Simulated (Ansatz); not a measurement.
# PtS2: the cost of one run

Method: DFT PBE+U (U_eff = 1 eV on Pt d), plane waves, PAW, no spin–orbit coupling unless a run says so, in Ansatz 0.2.0.

The COD entry's cell or inner coordinates are ideal or old and differ from later refinements, so a difference from it is no clean test against experiment.

**1. Starting point**

Symmetry: P-3m1, No. 164, trigonal system. The conventional cell has a = 3.543 Å, b = 3.543 Å, c = 5.039 Å, α = 90.00°, β = 90.00°, γ = 120.00°. Pt (site symmetry -3m) has 6 S at 2.40 Å as nearest neighbours. S (site symmetry 3m) has 3 Pt at 2.40 Å as nearest neighbours.

As a file:

```xyz
3
Lattice="3.5432 0.0000 0.0000 -1.7716 3.0685 0.0000 0.0000 0.0000 5.0388" Properties=species:S:1:pos:R:3 pbc="T T T"
Pt    0.0000    0.0000    0.0000
S     0.0000    2.0457    1.2597
S     1.7716    1.0228    3.7791
```

An earlier series on this cell reached its lowest free state from «ferromagnetic start, free, default search», perhaps among other starts (it ended without moments).

**2. Total moment locked at zero, no site moments, 0.00 μB per cell**

Input file input.yaml:

```yaml
crystal:
  lattice:
    - [3.54319954, 0.0, 0.0]
    - [-1.77159977, 3.06850081, 0.0]
    - [0.0, 0.0, 5.03880009]
  atoms:
    - { symbol: Pt, position: [0.0, 0.0, 0.0] }
    - { symbol: S, position: [0.3333333333, 0.6666666667, 0.25] }
    - { symbol: S, position: [0.6666666667, 0.3333333333, 0.75] }
basis:
  ecutwfc: 420
  ecutrho_ratio: 4
kpoints:
  mp_grid: { grid: [6, 6, 4] }
hamiltonian:
  xc: pbe
  hubbard: { sites: [{ site: 0, l: d, u_eff: 1.0 }] }
scf:
  occupations: { method: gaussian, width: 0.05 }
  lower_state_search: "off"
  max_iter: 150
output:
  forces: true
  stress: true
  eigenvalues: true
  populations: true
  hubbard: { sites: [{ site: 0, l: d }] }
magnetization:
  spin_polarized: true
  initial_magnetization: 0.0
  spin_locking: { lock_magnetization: hard }
```

The lock stays on to the end, so the result is a constrained state.

Started as:

```console
$ ansatz run input.yaml --threads 2 --pin off --max-ram 3072MiB --backend cpu --events-out ev --progress --plain --runs-dir out
```

Q: Estimate wall time and peak memory on 2 threads of Arm Neoverse V1, shared host.

About 1.6 s, with a peak of 0.34 GiB.
